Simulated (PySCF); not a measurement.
# C4H13PSi: magnetic properties

Computed with PySCF 2.14.0 and routines of our own; the level stands in each step. Atoms count from 0.

## (1) The starting structure

19 atoms, charge 0, multiplicity 1; geometry from: GFN2-xTB.

## (2) Magnetic properties: GIAO HF/pcSseg-1

What the job is given:

```
{"job": {"kind": "mag", "xc": "HF", "basis": "pcSseg-1", "isotopologues": 2}, "charge": 0, "multiplicity": 1}
C     -0.592993    -1.384065    -0.513426
C     -0.520607     0.056019    -0.006060
C     -0.762496     0.060738     1.502975
C     -1.597971     0.890716    -0.693632
Si     1.216218     0.787119    -0.373878
P      2.709473    -0.520488     0.668766
H      0.171890    -1.995439    -0.033959
H     -0.443198    -1.427210    -1.590894
H     -1.565283    -1.822244    -0.288544
H     -0.767268     1.077116     1.891939
H     -1.723023    -0.397629     1.738232
H      0.017188    -0.500393     2.017867
H     -2.587927     0.488889    -0.478835
H     -1.566453     1.921235    -0.347486
H     -1.458680     0.892246    -1.772290
H      1.428385     0.871752    -1.827558
H      1.333462     2.140199     0.185617
H      3.798919     0.250760     0.311805
H      2.900561    -1.380070    -0.398100
```

With the program's defaults for keys left out, this is: GIAO HF/pcSseg-1 magnetisability, rotational g tensor and spin-rotation constants, non-relativistic, gas phase.

Started as:

```console
$ OMP_NUM_THREADS=1 python excited_run.py task.json out
```

The driver reads the jobs from task.json and runs them one after another.

**Question.** How long does this first job take on 1 thread of Arm Neoverse V2, shared host, and how much memory does it need?

About 17 s, with a peak of 0.83 GiB.
